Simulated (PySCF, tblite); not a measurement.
# C5H4F4O2: geometry, infrared bands and NMR shifts

Aim: predict the infrared bands and NMR shifts of C5H4F4O2 (`C=C(OC(F)F)C(=O)C(F)F`).

The runs use tblite 0.8.0 and PySCF 2.14.0, with density-fitted response routines of our own; the level of theory stands in each step. All values are computed, except where a source is named. Atoms count from 0, in the outputs and in this text.

## Step 1: The molecule as given

15 atoms, charge 0, multiplicity 1; geometry from: force field or distance geometry start.

Bonds of the start (Å): C0–C1 1.30, C1–O2 1.38, O2–C3 1.42, C3–F4 1.41, C3–F5 1.38, C1–C6 1.48, C6–O7 1.27, C6–C8 1.50, C8–F9 1.39, C8–F10 1.40, C0–H11 1.08, C0–H12 1.08, C3–H13 1.09, C8–H14 1.11.

## Step 2: Relaxing the molecule with GFN2-xTB

Job settings and geometry (Å):

```
{"job": {"kind": "relax", "xc": "GFN2-xTB", "basis": "xTB"}, "charge": 0, "multiplicity": 1}
C     -0.643800     1.824500    -0.131000
C     -0.048900     0.684300     0.074400
O     -0.726600    -0.333500     0.721500
C     -1.984500    -0.827900     0.293500
F     -2.295700    -1.833500     1.236800
F     -1.939200    -1.436200    -0.949700
C      1.348300     0.438200    -0.331900
O      1.942900     1.408600    -0.905100
C      2.034800    -0.869300    -0.081300
F      3.326000    -0.780500    -0.582900
F      2.070700    -1.031200     1.305100
H     -0.122800     2.625300    -0.625700
H     -1.666000     1.934700     0.205800
H     -2.776300    -0.074200     0.266900
H      1.476900    -1.721300    -0.518200
```

Command:

```bash
$ OMP_NUM_THREADS=1 python probes_run.py task.json out
```

This one command runs all jobs of the session in turn.

**Question.** This job is followed by: GFN2-xTB harmonic vibrations, gas phase; GIAO PBE0/pcSseg-1 NMR shielding, non-relativistic, gas phase. What will the session give for the following? strongest single infrared mode (GFN2-xTB); zero-point energy (GFN2-xTB); 13C shifts against TMS (PBE0/pcSseg-1); 1H shifts against TMS (PBE0/pcSseg-1); 17O shifts against H2O (PBE0/pcSseg-1); 19F shifts against CFCl3 (PBE0/pcSseg-1, means over atoms taken as alike).

The runs gave:

```
                                                                 quantity                                  value
                                strongest single infrared mode (GFN2-xTB)                   997 cm⁻¹, 232 km/mol
                                             zero-point energy (GFN2-xTB)                          54.9 kcal/mol
                                   13C shifts against TMS (PBE0/pcSseg-1)  189.4, 158.7, 122.3, 117.1, 111.0 ppm
                                    1H shifts against TMS (PBE0/pcSseg-1)             6.64, 6.63, 6.28, 5.36 ppm
                                   17O shifts against H2O (PBE0/pcSseg-1)                       643.7, 177.5 ppm
19F shifts against CFCl3 (PBE0/pcSseg-1, means over atoms taken as alike)                      -99.6, -154.8 ppm
```

The optimisation took 114 steps and gained 0.866 eV; among the close pairs (by a distance rule), C3–F4 changed most, from 1.413 to 1.333 Å. No mode is imaginary among the 39: a minimum at this level. The strongest single mode, at 997 cm⁻¹, moves mainly C3 and F5. Unscaled tight-binding wavenumbers are off by several per cent, some by more. Its intensities can rank the bands wrongly. C6 (ketone carbonyl carbon) lies farthest downfield among carbon, at 189.4 ppm; the double bond to the heteroatom, with no lone-pair donor beside it, deshields it most. H13 (hydrogen on an sp3 CH bonded to 2 F and O) lies farthest downfield among hydrogen, at 6.64 ppm; its carbon carries F and O, which withdraws density. At PBE0/pcSseg-1: The largest span, 1280 ppm, is at O7, where the paramagnetic term is -704 ppm.
